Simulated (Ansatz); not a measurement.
**CH₇GaO₂SSi: one species, many methods**

Aim: compute CH₇GaO₂SSi with functionals from several rungs and with coupled cluster. The yardstick is the atomisation energy at the CCSD(T) limit.

Program: Ansatz 0.2.0, Gaussian basis. Level of theory: functionals in def2-TZVPP, the program's frozen cores in correlated methods. These are calculated values, not measurements.

The runs, in order: PBE-D4, r2SCAN-D4, PBE0-D4, B3LYP-D4, ωB97X-V, ωB97M-V, B2PLYP; CCSD(T)/def2-TZVPP; MP2/def2-QZVPP; extrapolation to the limit.

## 1. The geometry

The geometry comes from an earlier relaxation with PBE0-D4 in a triple-zeta def2 set; it is a stationary point, not always the lowest conformer.

13 atoms, charge 0, spin multiplicity 1.

Atoms are counted from 1 here; the program's logs count them from 0.

Bond lengths: C1–O2 1.409 Å, C1–H7 1.094 Å, C1–H8 1.096 Å, C1–H9 1.097 Å, O2–Ga3 1.773 Å, Ga3–S4 2.172 Å, Ga3–O5 1.771 Å, S4–H10 1.345 Å, O5–Si6 1.630 Å, Si6–H11 1.490 Å, Si6–H12 1.490 Å, Si6–H13 1.485 Å. Angles: O2–C1–H7 108.4°, O2–C1–H8 111.4°, O2–C1–H9 113.1°, H7–C1–H8 108.1°, H7–C1–H9 107.7°, H8–C1–H9 108.0°, C1–O2–Ga3 123.3°, O2–Ga3–S4 120.1°, O2–Ga3–O5 120.6°, S4–Ga3–O5 119.4°, Ga3–S4–H10 91.7°, Ga3–O5–Si6 143.1°, O5–Si6–H11 111.1°, O5–Si6–H12 110.9°, O5–Si6–H13 108.9°, H11–Si6–H12 108.0°, H11–Si6–H13 108.9°, H12–Si6–H13 108.9°.

Coordinates:

```tsv
atom	x (Å)	y (Å)	z (Å)
C1	-0.3900	1.5627	1.0776
O2	-0.3615	1.6702	-0.3267
Ga3	-0.0084	0.3033	-1.3997
S4	-0.0286	0.5780	-3.5543
O5	0.3834	-1.2888	-0.7312
Si6	0.4680	-2.1340	0.6594
H7	-0.2100	2.5540	1.5029
H8	-1.3661	1.2118	1.4313
H9	0.3780	0.8863	1.4729
H10	-0.3547	1.8764	-3.4256
H11	-0.7906	-2.0013	1.4461
H12	1.5936	-1.6509	1.5076
H13	0.6870	-3.5677	0.3398
```

## 2. PBE-D4 (GGA)

File in.yaml:

```yaml
crystal:
  periodic: [false, false, false]
  atoms:
    - {symbol: C, position_ang: [-0.390005, 1.562711, 1.077587]}
    - {symbol: O, position_ang: [-0.361453, 1.670209, -0.326689]}
    - {symbol: Ga, position_ang: [-0.008446, 0.303287, -1.399662]}
    - {symbol: S, position_ang: [-0.028643, 0.578034, -3.554328]}
    - {symbol: O, position_ang: [0.383369, -1.288836, -0.731247]}
    - {symbol: Si, position_ang: [0.467974, -2.133967, 0.659432]}
    - {symbol: H, position_ang: [-0.210015, 2.554026, 1.502874]}
    - {symbol: H, position_ang: [-1.366061, 1.211788, 1.431261]}
    - {symbol: H, position_ang: [0.377969, 0.886299, 1.472891]}
    - {symbol: H, position_ang: [-0.354674, 1.876359, -3.425611]}
    - {symbol: H, position_ang: [-0.790591, -2.001298, 1.446082]}
    - {symbol: H, position_ang: [1.593601, -1.650925, 1.507625]}
    - {symbol: H, position_ang: [0.686985, -3.567696, 0.339765]}
basis:
  gaussian: {orbitals: def2-TZVPP}
hamiltonian: {xc: pbe, dispersion: d4}
output: {forces: true, orbitals: {seedname: orbitals}}
```

Command:

```sh
ansatz run in.yaml --threads 2 --pin off --events-out ev --progress --plain --max-ram 22528MiB --backend cuda --devices 0, --max-vram 18GiB
```

After this run come: r2SCAN-D4 (meta-GGA); PBE0-D4 (hybrid); B3LYP-D4 (hybrid); ωB97X-V (range-separated); ωB97M-V (range-separated); B2PLYP (double hybrid); CCSD(T) in def2-TZVPP; MP2 in def2-QZVPP.

Q: Predict the results of all the runs planned. Wanted: atomisation energy, CCSD(T)/CBS; farthest; mean size of error, hybrid; mean size of error, range-separated; gap, smallest and largest; T1 diagnostic; triples share of the correlation energy.

The runs gave:

| quantity | value |
| --- | --- |
| atomisation energy, CCSD(T)/CBS | 46.642 eV |
| functionals within 0.466 eV (1.0 %) | PBE-D4, r2SCAN-D4, ωB97X-V, ωB97M-V |
| farthest | B2PLYP (-0.854 eV) |
| mean size of error, hybrid | 0.623 eV |
| mean size of error, range-separated | 0.117 eV |
| gap, smallest and largest | 4.54 eV (PBE-D4), 11.27 eV (ωB97X-V) |
| T1 diagnostic | 0.0135 |
| triples share of the correlation energy | 3.8 % |

PBE-D4 is off by +0.055 eV. Double hybrids carry the basis error of their MP2 part in triple zeta, and no dispersion term here, so their miss is partly the set-up's. The reference freezes the cores and leaves out relativity and excitations past (T), and its outer-core shells are covered unevenly, so misses under about 0.466 eV can't be ranked. Hartree-Fock recovers 72 % of the binding; the rest is correlation. The gap grows from 4.5 to 11.3 eV across the functionals, mostly with the share of exact exchange. Correlated methods include outer-core shells of Ga, which these sets cover unevenly.
